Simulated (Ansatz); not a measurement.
# K2C3: the cost of one run

Method: DFT PBE, scalar-relativistic, plane waves, PAW, in Ansatz 0.2.0.

1 further run of the same task is left out (set aside as unsound or not needed).

## (1) The starting structure

The structure is trigonal, space group P-3m1 (No. 164). The conventional cell has a = 4.115 Å, b = 4.115 Å, c = 6.402 Å, α = 90.00°, β = 90.00°, γ = 120.00°. K (site symmetry 3m) is surrounded by 7 C at 2.48 to 2.85 Å. C (site symmetry -3m) has 6 K at 2.85 Å as nearest neighbours. C (site symmetry 3m) is surrounded by 4 K at 2.48 to 2.56 Å.

Coordinates:

```cif
data_structure
_symmetry_space_group_name_H-M 'P-3m1'
_symmetry_Int_Tables_number 164
_cell_length_a 4.1147
_cell_length_b 4.1147
_cell_length_c 6.4018
_cell_angle_alpha 90.000
_cell_angle_beta 90.000
_cell_angle_gamma 120.000
_cell_volume 93.87
loop_
_atom_site_label
_atom_site_type_symbol
_atom_site_symmetry_multiplicity
_atom_site_Wyckoff_symbol
_atom_site_fract_x
_atom_site_fract_y
_atom_site_fract_z
_atom_site_occupancy
K1 K 2 d 0.33333 0.66667 0.24500 1
C1 C 1 a 0.00000 0.00000 0.00000 1
C2 C 2 d 0.33333 0.66667 0.64500 1
```

(A quick probe on a coarse mesh, which set the mesh and smearing, is not shown.)

## (3) Coarse relaxation

Contents of input.yaml:

```yaml
crystal:
  lattice:
    - [4.1147013738, 0.0, 0.0]
    - [-2.0573506869, 3.5634359187, 0.0]
    - [0.0, 0.0, 6.4018069597]
  atoms:
    - { symbol: K, position: [0.3333333333, 0.6666666667, 0.245] }
    - { symbol: K, position: [0.6666666667, 0.3333333333, 0.755] }
    - { symbol: C, position: [0.0, 0.0, 0.0], spin: 1.91 }
    - { symbol: C, position: [0.3333333333, 0.6666666667, 0.645], spin: 0.57 }
    - { symbol: C, position: [0.6666666667, 0.3333333333, 0.355], spin: 0.57 }
basis:
  ecutwfc: 420
kpoints:
  mp_grid: { grid: [6, 6, 4] }
hamiltonian:
  xc: pbe
scf:
  occupations: { method: gaussian, width: 0.1 }
  lower_state_search: "off"
output:
  forces: true
  stress: true
  eigenvalues: true
  populations: true
magnetization:
  spin_polarized: true
relax:
  adjacent_minimum: "off"
  f_tol: 0.04
  max_steps: 70
  cell: { stress_tol: 0.4 }
```

The run is started by

```bash
$ ansatz run input.yaml --threads 1 --pin off --max-ram 2560MiB --backend cpu --events-out ev --progress --plain --runs-dir out
```

What time and memory should one allow on 1 thread of Intel Xeon 6975P-C (Granite Rapids), shared host?

About 2.9 min, with a peak of 0.56 GiB.
